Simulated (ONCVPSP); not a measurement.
# Pseudopotential generation for F: ONCV, PBEsol

Task: generate the file, and judge it by its errors in other configurations, its logarithmic derivatives, its ghosts and its cutoff.

The numbers are computed with ONCVPSP 4.0.1 (PBEsol, scalar-relativistic, spin-unpolarised reference atom).

## Step 1: The atom and the settings

Typed settings, in words:

```json
{
 "element": "fluorine (F, Z = 9)",
 "type": "optimised norm-conserving Vanderbilt (ONCV)",
 "frozen core": "[He]",
 "valence charge": "7",
 "reference configuration": "2s2 2p5",
 "partial waves": "2s: rc 0.55 bohr, ncon 3, nbas 6, qcut 12.5 1/bohr, 2 projectors, debl 1.2 Ha; 2p: rc 0.90 bohr, ncon 3, nbas 6, qcut 9.2 1/bohr, 2 projectors, debl 1.7 Ha; d scattering state at 0.05 Ha: rc 0.65 bohr, ncon 3, nbas 6, qcut 13.1 1/bohr, 2 projectors, debl 2.4 Ha",
 "local potential": "polynomial inside 0.50 bohr (lpopt 5, dvloc0 6 Ha)",
 "core correction": "Teter function, fcfact 2, rcfact 1.45"
}
```

## Step 2: Generation

F.dat

```
# ATOM AND REFERENCE CONFIGURATION
# atsym  z   nc   nv     iexc    psfile
  F 9.00    1    2  -116133      upf
#
#   n    l    f
    1    0    2.00
    2    0    2.00
    2    1    5.00
#
# PSEUDOPOTENTIAL AND OPTIMIZATION
# lmax
    2
#
#   l,   rc,      ep,       ncon, nbas, qcut
    0    0.55    0.00    3    6   12.50
    1    0.90    0.00    3    6    9.20
    2    0.65    0.05    3    6   13.10
#
# LOCAL POTENTIAL
# lloc, lpopt,  rc(5),   dvloc0
    4    5    0.50    6.00
#
# VANDERBILT-KLEINMAN-BYLANDER PROJECTORs
# l, nproj, debl
    0    2    1.20
    1    2    1.70
    2    2    2.40
#
# MODEL CORE CHARGE
# icmod, fcfact, rcfact
    3    2.00    1.45
#
# LOG DERIVATIVE ANALYSIS
# epsh1, epsh2, depsh
   -3.00    5.00    0.02
#
# OUTPUT GRID
# rlmax, drl
    6.00    0.01
#
# TEST CONFIGURATIONS
# ncnf
    4
# nvcnf
#   n    l    f
    2
    2    0    2.00
    2    1    4.00
#
    2
    2    0    2.00
    2    1    3.00
#
    2
    2    0    2.00
    2    1    2.00
#
    2
    2    0    2.00
    2    1    4.50
#
```

On the command line:

```
$ oncvpsp.x < F.dat > F.out
```

The output, F.out (without the consistency checks and plot data):

```text
ONCVPSP  (Optimized Norm-Conservinng Vanderbilt PSeudopotential)
scalar-relativistic version 4.0.1

#   n    l    f        energy (Ha)
    1    0    2.00    -2.4297297E+01
    2    0    2.00    -1.0922101E+00
    2    1    5.00    -4.0614829E-01

Reference configufation results
  iterations    20
  all-electron total energy (Ha)   -9.94479506D+01

Begin loop to  construct optimized pseudo wave functions
and semi-local pseudopoentials for all angular momenta

   Wellstate for l =  0  n =  3
     eigenvalue =   0.1078
     asymptotic potential =   0.6078
     half-point radius =  7.5305

Calculating optimized projector #   1

 for l=   0

    Fraction of norm inside rc  0.129781
    Optimizing pswf for qcut=  12.54 a_B^-1,  ecut=  78.57 Ha
    Residual kinetic energy error=  3.05D-04 Ha

    Energy error per electron        Cutoff
         Ha          eV             Ha
         0.01000     0.27211       39.24
         0.00100     0.02721       56.05
         0.00010     0.00272      289.70

Calculating optimized projector #   2

 for l=   0

    Fraction of norm inside rc  0.008876
    Optimizing pswf for qcut=  12.54 a_B^-1,  ecut=  78.57 Ha
    Residual kinetic energy error=  6.89D-05 Ha

    Energy error per electron        Cutoff
         Ha          eV             Ha
         0.01000     0.27211       17.51
         0.00100     0.02721       44.57
         0.00010     0.00272       71.59
         0.00001     0.00027      421.02

   Wellstate for l =  1  n =  3
     eigenvalue =   1.2939
     asymptotic potential =   1.7939
     half-point radius =  2.4226

Calculating optimized projector #   1

 for l=   1

    Fraction of norm inside rc  0.454184
    Optimizing pswf for qcut=   9.21 a_B^-1,  ecut=  42.42 Ha
    Residual kinetic energy error=  4.08D-03 Ha

    Energy error per electron        Cutoff
         Ha          eV             Ha
         0.01000     0.27211       37.21
         0.00100     0.02721      105.95
         0.00010     0.00272      192.20

Calculating optimized projector #   2

 for l=   1

    Fraction of norm inside rc  0.132497
    Optimizing pswf for qcut=   9.21 a_B^-1,  ecut=  42.42 Ha
    Residual kinetic energy error=  2.97D-03 Ha

    Energy error per electron        Cutoff
         Ha          eV             Ha
         0.01000     0.27211       36.14
         0.00100     0.02721       48.51
         0.00010     0.00272      125.36
         0.00001     0.00027      274.29

   Wellstate for l =  2  n =  3
     eigenvalue =   0.0500
     asymptotic potential =   0.5500
     half-point radius = 41.4128

   Wellstate for l =  2  n =  4
     eigenvalue =   2.4500
     asymptotic potential =   2.9500
     half-point radius =  3.0236

Calculating optimized projector #   1

 for l=   2

    Fraction of norm inside rc  0.000000
    Optimizing pswf for qcut=  13.11 a_B^-1,  ecut=  85.91 Ha
    Residual kinetic energy error=  1.38D-10 Ha

    Energy error per electron        Cutoff
         Ha          eV             Ha
         0.01000     0.27211        0.01
         0.00100     0.02721        0.07
         0.00010     0.00272        0.30
         0.00001     0.00027        1.04

Calculating optimized projector #   2

 for l=   2

    Fraction of norm inside rc  0.007361
    Optimizing pswf for qcut=  13.11 a_B^-1,  ecut=  85.91 Ha
    Residual kinetic energy error=  1.02D-05 Ha

    Energy error per electron        Cutoff
         Ha          eV             Ha
         0.01000     0.27211       15.45
         0.00100     0.02721       35.29
         0.00010     0.00272       61.51
         0.00001     0.00027       86.30

Construct Vanderbilt / Kleinmman-Bylander projectors

B matrix Hermiticity error, ll=   0
   1   2    3.2924E-05

  Orthonormal projector coefficients -7.7630E+01  1.0331E+01

B matrix Hermiticity error, ll=   1
   1   2    1.2171E-04

  Orthonormal projector coefficients -9.9956E+00 -3.1849E+00

B matrix Hermiticity error, ll=   2
   1   2    2.4598E-08

  Orthonormal projector coefficients -2.9711E+01 -1.9724E+00

Model core correction analysis
  based on d2Exc/dn_idn_j

d2excae - all-electron derivatives

   -5.397148D-02   -4.678444D-02
   -4.678586D-02   -4.581558D-02

d2excps - pseudofunction derivatives with no core correction

   -5.323202D-02   -4.908451D-02
   -4.908523D-02   -4.753776D-02

rms 2nd derivative error    1.876839E-03

rmatch, rhocmatch    0.3276   18.6627

Teter function model core charge with specified parameters

d2excps - pseudofunction derivatives with core correction

   -5.256340D-02   -4.819033D-02
   -4.819114D-02   -4.643390D-02

rms 2nd derivative error    1.256614E-03

Pseudoatom total energy  -23.981834

Diagnostic tests using Vanderbilt-Kleinman-Bylander pseudopotentials
  1 or more projectors used as specified by nproj input data

   l    rcore       rmatch      e in        delta e   norm test  slope test

   0   0.5513508   0.5680910  -1.0922101  -0.0000972   1.0000480   1.0001817
   0   0.5513508   0.5680910   0.1077899  -0.0010041   1.0005150   1.0005150

   1   0.9004558   0.9277956  -0.4061483  -0.0001654   0.9999983   0.9994998
   1   0.9004558   0.9277956   1.2938517  -0.0002025   1.0001307   1.0001307

   2   0.6518857   0.6716784   0.0500000  -0.0001795   1.0001439   1.0001439
   2   0.6518857   0.6716784   2.4500000  -0.0001177   1.0001766   1.0001766

 Testing for bound ghosts
   n   l    E NL Schr. Eq   E Basis Diag.   E Cutoff

       0                      -16.159033    407.36  WARNING - GHOST(-)
   1   0       -1.092307       -0.668297    407.36

   2   1       -0.406314       -0.357034    189.17

 Testing for highly-localized positive-energy ghosts
       l    <radius>/rc     E Basis Diag.   E Cutoff

Test configuration 0

   n   l     f        eae           eps        diff
   1   0  2.0000  -24.29729709
   2   0  2.0000   -1.09221012   -1.09230731   -9.72D-05
   2   1  5.0000   -0.40614829   -0.40631368   -1.65D-04

    Total energies and differences
      AE_ref= -9.94479506D+01  AE_tst= -9.94479506D+01  dif=  0.00D+00
      PS_ref= -2.39818342D+01  PS_tst= -2.39818342D+01  dif= -2.13D-14
      PSP excitation error=  2.13D-14

Test configuration 1

   n   l     f        eae           eps        diff
   1   0  2.0000  -25.05871057
   2   0  2.0000   -1.73391728   -1.73432919   -4.12D-04
   2   1  4.0000   -1.03707069   -1.03652060    5.50D-04

    Total energies and differences
      AE_ref= -9.94479506D+01  AE_tst= -9.87380723D+01  dif=  7.10D-01
      PS_ref= -2.39818342D+01  PS_tst= -2.32719794D+01  dif=  7.10D-01
      PSP excitation error=  2.35D-05

Test configuration 2

   n   l     f        eae           eps        diff
   1   0  2.0000  -26.01773783
   2   0  2.0000   -2.48991970   -2.48968508    2.35D-04
   2   1  3.0000   -1.79621314   -1.79252095    3.69D-03

    Total energies and differences
      AE_ref= -9.94479506D+01  AE_tst= -9.73313756D+01  dif=  2.12D+00
      PS_ref= -2.39818342D+01  PS_tst= -2.18670467D+01  dif=  2.11D+00
      PSP excitation error=  1.79D-03

Test configuration 3

   n   l     f        eae           eps        diff
   1   0  2.0000  -27.15917811
   2   0  2.0000   -3.34176194   -3.33837967    3.38D-03
   2   1  2.0000   -2.66750771   -2.65577400    1.17D-02

    Total energies and differences
      AE_ref= -9.94479506D+01  AE_tst= -9.51084546D+01  dif=  4.34D+00
      PS_ref= -2.39818342D+01  PS_tst= -1.96512153D+01  dif=  4.33D+00
      PSP excitation error=  8.88D-03

Test configuration 4

   n   l     f        eae           eps        diff
   1   0  2.0000  -24.65183087
   2   0  2.0000   -1.39705573   -1.39735915   -3.03D-04
   2   1  4.5000   -0.70409978   -0.70409191    7.87D-06

    Total energies and differences
      AE_ref= -9.94479506D+01  AE_tst= -9.91719592D+01  dif=  2.76D-01
      PS_ref= -2.39818342D+01  PS_tst= -2.37057719D+01  dif=  2.76D-01
      PSP excitation error= -7.09D-05
```

Run time: 2.5 s. Hardware: 1 thread of Intel Xeon 6975P-C, shared host.

Partial waves on a coarse radial grid (AE all-electron, PS pseudo):

| r (bohr) | 2s AE | 2s PS | 2p AE | 2p PS |
| --- | --- | --- | --- | --- |
| 0.045 | -0.3592 | 0.0422 | 0.0357 | 0.0145 |
| 0.090 | -0.4514 | 0.0877 | 0.1170 | 0.0562 |
| 0.135 | -0.3912 | 0.1397 | 0.2190 | 0.1222 |
| 0.180 | -0.2515 | 0.2012 | 0.3265 | 0.2076 |
| 0.225 | -0.0768 | 0.2736 | 0.4303 | 0.3063 |
| 0.270 | 0.1063 | 0.3562 | 0.5258 | 0.4123 |
| 0.315 | 0.2822 | 0.4459 | 0.6103 | 0.5196 |
| 0.360 | 0.4423 | 0.5386 | 0.6832 | 0.6227 |
| 0.405 | 0.5824 | 0.6305 | 0.7443 | 0.7169 |
| 0.450 | 0.7011 | 0.7190 | 0.7942 | 0.7982 |
| 0.495 | 0.7983 | 0.8017 | 0.8334 | 0.8635 |
| 0.540 | 0.8752 | 0.8752 | 0.8628 | 0.9107 |
| 0.585 | 0.9338 | 0.9337 | 0.8838 | 0.9397 |
| 0.630 | 0.9758 | 0.9758 | 0.8971 | 0.9514 |
| 0.675 | 1.0035 | 1.0034 | 0.9038 | 0.9487 |
| 0.720 | 1.0188 | 1.0187 | 0.9049 | 0.9361 |
| 0.765 | 1.0235 | 1.0235 | 0.9012 | 0.9183 |
| 0.810 | 1.0196 | 1.0195 | 0.8935 | 0.8999 |
| 0.855 | 1.0084 | 1.0084 | 0.8826 | 0.8836 |
| 0.900 | 0.9913 | 0.9913 | 0.8690 | 0.8690 |
| 0.945 | 0.9696 | 0.9695 | 0.8532 | 0.8532 |
| 0.990 | 0.9441 | 0.9441 | 0.8356 | 0.8356 |
| 1.035 | 0.9159 | 0.9158 | 0.8168 | 0.8167 |
| 1.080 | 0.8856 | 0.8855 | 0.7968 | 0.7968 |
| 1.125 | 0.8538 | 0.8537 | 0.7762 | 0.7761 |
| 1.170 | 0.8211 | 0.8210 | 0.7550 | 0.7550 |

Densities times 4π (e/bohr³); a dash where the program caps the true core:

| r (bohr) | pseudo valence | true core | model core |
| --- | --- | --- | --- |
| 0.045 | 2.273 | – | 36.27 |
| 0.135 | 6.235 | – | 28.86 |
| 0.225 | 12.22 | 100.2 | 18.07 |
| 0.315 | 17.61 | 23.07 | 8.693 |
| 0.405 | 20.51 | 5.214 | 3.067 |
| 0.495 | 20.46 | 1.201 | 0.7213 |
| 0.585 | 18 | 0.2826 | 0.09072 |
| 0.675 | 14.3 | 0.06729 | 0.002183 |
| 0.765 | 10.79 | 0.01622 | 0.0006583 |
| 0.855 | 8.123 | 0.00393 | 0.0003695 |
| 0.945 | 6.182 | 0.0009675 | 1.351e-06 |
| 1.035 | 4.68 | 0.0002393 | 3.55e-05 |
| 1.125 | 3.532 | 5.977e-05 | 9.468e-06 |

## Step 3: Transferability, from the output's test configurations

The tests as a table, with energies relative to 2s2 2p5.

```tsv
valence configuration	charge	ΔE all-electron (eV)	error AE − PS (meV)
2s2 2p4	+1	19.317	+0.6
2s2 2p3	+2	57.595	+49
2s2 2p2	+3	118.084	+242
2s2 2p4.5	+0.5	7.510	-1.9
```

## Step 4: Does it scatter like the atom?

Taken from the files of the generation run. The phase is arctan(r·R′/R) of the radial function R, unwrapped, with energies in Ha. A pole is an energy at which the radial function vanishes at the test radius. The pseudo phase is shifted by a multiple of π to meet the all-electron one at the reference energy. Levels narrower than the energy grid can be missing from the poles. The last column is the largest difference on the grid between −0.5 and +0.5 Ha.

```tsv
channel	radius (bohr)	reference (Ha)	poles AE	poles PS	window around the reference with phases within 0.05 rad (Ha)	largest difference near zero (rad)
s	0.56	-1.09	none	none	the whole range	0.000
p	0.91	-0.41	3.08	3.08	the whole range	0.000
d	0.66	0.05	none	none	the whole range	0.000
```

Phases (rad) along the scan:

| E (Ha) | p AE | p PS | d AE | d PS |
| --- | --- | --- | --- | --- |
| -2.98 | 0.484 | 0.484 | 1.012 | 1.012 |
| -2.54 | 0.286 | 0.286 | 0.993 | 0.993 |
| -2.10 | 0.037 | 0.036 | 0.973 | 0.973 |
| -1.66 | -0.248 | -0.248 | 0.952 | 0.952 |
| -1.22 | -0.529 | -0.529 | 0.928 | 0.928 |
| -0.78 | -0.771 | -0.771 | 0.903 | 0.903 |
| -0.34 | -0.962 | -0.962 | 0.876 | 0.876 |
| 0.10 | -1.109 | -1.109 | 0.846 | 0.846 |
| 0.54 | -1.222 | -1.222 | 0.813 | 0.813 |
| 0.98 | -1.310 | -1.310 | 0.777 | 0.777 |
| 1.42 | -1.382 | -1.382 | 0.738 | 0.738 |
| 1.86 | -1.442 | -1.442 | 0.694 | 0.694 |
| 2.30 | -1.493 | -1.493 | 0.646 | 0.646 |
| 2.74 | -1.539 | -1.539 | 0.593 | 0.593 |
| 3.18 | -1.580 | -1.580 | 0.535 | 0.535 |
| 3.62 | -1.618 | -1.618 | 0.471 | 0.471 |
| 4.06 | -1.655 | -1.655 | 0.401 | 0.401 |
| 4.50 | -1.692 | -1.692 | 0.325 | 0.325 |
| 4.94 | -1.730 | -1.730 | 0.243 | 0.243 |

## Step 5: Plane-wave cutoff and ghosts

From the same output: the cutoffs (Ha) at which the residual kinetic energy of the hardest occupied pseudo-wave falls to 1 and 0.1 mHa per electron are 106 Ha and 290 Ha.

The program's own ghost test: GHOST(-) flagged for s at -439.7 eV; no localised positive-energy state flagged.

Cutoff (Ha) at which the first wave of each channel reaches a given error (Ha per electron):

| error | s | p | d |
| --- | --- | --- | --- |
| 1.0e-02 | 39.2 | 37.2 | 0.0 |
| 3.2e-03 | 47.8 | 44.4 | 0.0 |
| 1.0e-03 | 56.0 | 105.9 | 0.1 |
| 3.2e-04 | 71.2 | 135.9 | 0.1 |
| 1.0e-04 | 289.7 | 192.2 | 0.3 |

## Step 6: What came out

| quantity | value |
| --- | --- |
| cutoffs for 1 and 0.1 mHa per electron, occupied waves | 106 Ha and 290 Ha |
| bound ghosts | s at -439.71 eV |
| GHOST(+) flags | none at low energy |
| largest test error (AE − PS) | +242 meV, for 2s2 2p2 |
| largest phase difference near zero energy, channels read | 0.000 rad |
| rms error of d²Exc/dn², without and with the model core | 1.88 and 1.26 mHa |

A bound ghost (s) makes it unfit for use: electrons can fall into a state that the atom doesn't have. The worst unpolarised test, 2s2 2p2, is off by 242 meV on 118.1 eV; by total energies transferability rates as fair for so large an energy. That test lies far up in energy; among those under 40 eV, nearer to bonding, the largest error is 1.9 meV. The potential is very hard: the looser tolerance needs 106 Ha. The tighter tolerance needs 290 Ha, and converged work needs a cutoff nearer that. At the looser tolerance the 2p wave is the slowest; 2s needs 56 Ha. Near zero energy the phases of the channels with partial waves agree within 0.001 rad.
